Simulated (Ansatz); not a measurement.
# ClF3Sn, SMILES [F][Sn]([F])([F])[Cl]: a comparison of dispersion corrections

Program: Ansatz's Python interface.

Notebook, run cell by cell (the value of a cell's last expression is shown):

In [1]:
```python
import ansatz as az
```

In [2]:
```python
geometry_ang = [
    ("F", (-1.0157, -0.4037, 1.6356)),
    ("Sn", (-0.0114, -0.0891, 0.0153)),
    ("F", (1.7836, -0.6745, 0.3184)),
    ("F", (-0.7015, -1.1003, -1.4486)),
    ("Cl", (-0.0051, 2.194, -0.5621)),
]
geometry = az.Crystal.molecule()
for symbol, xyz in geometry_ang:
    geometry = geometry.atom(symbol, xyz)

calculation = geometry.calculation().basis(gaussian="def2-SVP")
for name in ["r2scan", "pbe"]:
    for correction in ("d3bj", "d4"):
        rep = calculation.functional(name, dispersion=correction).run(threads=1, backend="cpu").report
        print(f"{name:8s} {correction:5s} total {rep['free_energy_ev']:.5f} eV, of which dispersion {1000 * rep['dispersion']['energy']['ev']:.2f} meV")
```
```text
DeckWarning: the engine holds no damping parameters fitted to this dispersion correction and functional, so the run takes those fitted to r2scan beside the three-body term, which d3bj leaves out (hamiltonian.dispersion, under Limitations)
r2scan   d3bj  total -26495.19202 eV, of which dispersion -25.67 meV
r2scan   d4    total -26495.19395 eV, of which dispersion -27.60 meV
pbe      d3bj  total -26484.42044 eV, of which dispersion -92.33 meV
pbe      d4    total -26484.44954 eV, of which dispersion -121.43 meV
```

Reading the output:
- These settings explore the input space; basis and method may be short of convergence.
- Warnings are shown shortened and without file and line.
- The geometry is a force-field or estimated start, not a minimum of this method, and the basis set is short of its limit. D4 holds the three-body term, and d3bj doesn't.
- def2 sets replace the cores of elements past krypton by effective core potentials.
- A dispersion term here runs with damping parameters fitted for another variant or functional.
- Hardware and time: 16 s on 1 thread of Arm Neoverse V2, with other jobs on the host, peak memory 0.2 GiB.
